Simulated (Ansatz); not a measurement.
NbSi: relaxation of cell and atoms with PBEsol

The system is NbSi.

```
Nb Si
1.0
     0.00000    2.57383    2.57383
     2.57383    0.00000    2.57383
     2.57383    2.57383    0.00000
Nb Si
1 1
Direct
  0.00000 0.00000 0.00000
  0.50000 0.50000 0.50000
```

The cell was built by a generator and needn't be a form met in nature.

```json
{"Program": "Ansatz 0.2.0", "Task": "relaxation of cell and atoms", "Functional": "PBEsol", "Potentials or basis": "Ansatz PAW", "Cutoff": "420 eV (not typed: the program's choice for these potentials)", "k mesh": "9 × 9 × 9", "Occupations": "fermi-dirac, width 0.05 eV", "Spin": "no spin polarisation"}
```

```json
{
 "Relaxed volume": "16.57 Å³/atom",
 "Relaxed cell": "a = 3.605 Å, b = 3.605 Å, c = 3.605 Å, α = 60.00°, β = 60.00°, γ = 60.00°",
 "Space group after relaxing (to 0.05 Å)": "Fm-3m (No. 225)",
 "Energy gained by relaxing": "6.8 meV/atom",
 "Ionic steps": "5",
 "Pressure after relaxing": "0.0 GPa",
 "Band gap on the k mesh": "none (metal or under the smearing width)"
}
```

The path:
```csv
step,energy change (eV),largest force (eV/Å),volume (Å³)
1,0.0000,0.0000,34.10
2,-0.0104,0.0000,32.67
3,-0.0136,0.0000,33.15
4,-0.0136,0.0000,33.13
5,-0.0135,0.0000,33.13
```

Final structure:
```
Nb Si
1.0
     0.00000    2.54926    2.54926
     2.54926    0.00000    2.54926
     2.54926    2.54926    0.00000
Nb Si
1 1
Cartesian
  0.0000 0.0000 0.0000
  2.5493 2.5493 2.5493
```

Levels at points of the mesh, in eV from the Fermi level:
```tsv
k point	band 7	band 8	band 9	band 10	band 11	band 12
(0.00, 0.00, 0.00)	-1.30	-1.30	-0.70	-0.70	2.54	2.54
```

It took 2.6 s on 2 threads of Arm Neoverse V2, on a shared host, peak memory 0.3 GiB.

Caveat: the plane-wave basis is chosen anew once the cell has moved, so the energies of steps on either side of that aren't comparable; the PAW data sets come from PBE, with cores solved anew for the run's functional, which leaves a small shift of forces and pressure.
